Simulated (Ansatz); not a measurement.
# SiAs+ (quintet): the correlation ladder, cc-pVTZ

An exercise on one series of results from a longer session: the logs are not shown, and one member is left open.

Program: Ansatz 0.2.0, Gaussian basis. Level of theory: cc-pVTZ, core rule «outside noble gas», up to 19 orbitals frozen. These are calculated values, not measurements.

The runs, in order: UHF; CCSD(T) on ROHF; CCSD(T) on UHF; BCCD(T) on ROHF; CISD as a restricted active space (open shells left free, so some higher excitations enter); CCSDT(Q) on ROHF; CCSDT(Q) on UHF; CASSCF and MRCISD+Q, 8 electrons in 8 orbitals; CASSCF and NEVPT2, 8 electrons in 8 orbitals.

20 further runs of the same task are left out: 10 that didn't finish, 10 set aside as unsound or not needed. Runs told in other sessions of the task aren't counted.

## The system

The geometry is a PBE0/def2-TZVP stationary point (not a proven minimum) of the parent state, kept for this charge and spin. No spin-orbit coupling is included. The filled d shell of As may be among the frozen orbitals whatever the setting's name suggests.

2 atoms, charge 1, spin multiplicity 5.

Atoms are counted from 1 here; the program's logs count them from 0.

Bond lengths: Si1–As2 2.454 Å.

Geometry (Å):

```xyz
2
AsSi
Si    0.00000    0.00000    0.00000
As    0.00000    0.00000    2.45360
```

Set-up of the first run:

in.yaml reads:

```yaml
crystal:
  periodic: [false, false, false]
  atoms:
    - {symbol: Si, position_ang: [0.000000, 0.000000, 0.000000]}
    - {symbol: As, position_ang: [0.000000, 0.000000, 2.453600]}
basis:
  gaussian: {orbitals: cc-pVTZ}
total_charge: 1
magnetization: {spin_polarized: true, initial_magnetization: 4}
hamiltonian: {xc: hf}
output: {orbitals: {seedname: orbitals}}
```

Command:

```console
> ansatz run in.yaml --threads 1 --pin off --events-out ev --progress --plain --max-ram 2393MiB
```

Steps of the session up to this table: UHF; CCSD(T) on ROHF; CCSD(T) on UHF; BCCD(T) on ROHF; CISD as a restricted active space (open shells left free, so some higher excitations enter); CCSDT(Q) on ROHF; CCSDT(Q) on UHF; CASSCF and MRCISD+Q, 8 electrons in 8 orbitals; CASSCF and NEVPT2, 8 electrons in 8 orbitals.

One table of the session follows, with a row left open; its other results are not shown here.

```
          method  from UCCSDT(Q) (kJ/mol)
            ROHF                   +460.7
             UHF                   +442.8
            RMP2                    +98.9
            UMP2                   +100.9
            CISD                    +41.0
           RCCSD                    +26.4
           UCCSD                    +24.4
        RCCSD(T)                     +6.5
        UCCSD(T)                        ?
         BCCD(T)                     +6.5
          RCCSDT                     +2.6
          UCCSDT                     +1.0
       RCCSDT(Q)                     +1.6
       UCCSDT(Q)                        0
  CASSCF valence                   +365.8
  NEVPT2 valence                    +79.3
  MRCISD valence                    +31.2
MRCISD+Q valence                     +2.8
```

Q: Estimate the row for UCCSD(T) from the others.

The run gave: from UCCSDT(Q) (kJ/mol): +5.1. In the column «from UCCSDT(Q) (kJ/mol)» it lies between MRCISD+Q valence (+2.8) and RCCSD(T) (+6.5).

Caveats from the session: Restricted and unrestricted rows rest on different reference determinants; a gap between their highest levels can come from leftover correlation error, from unlike frozen cores or from another state.
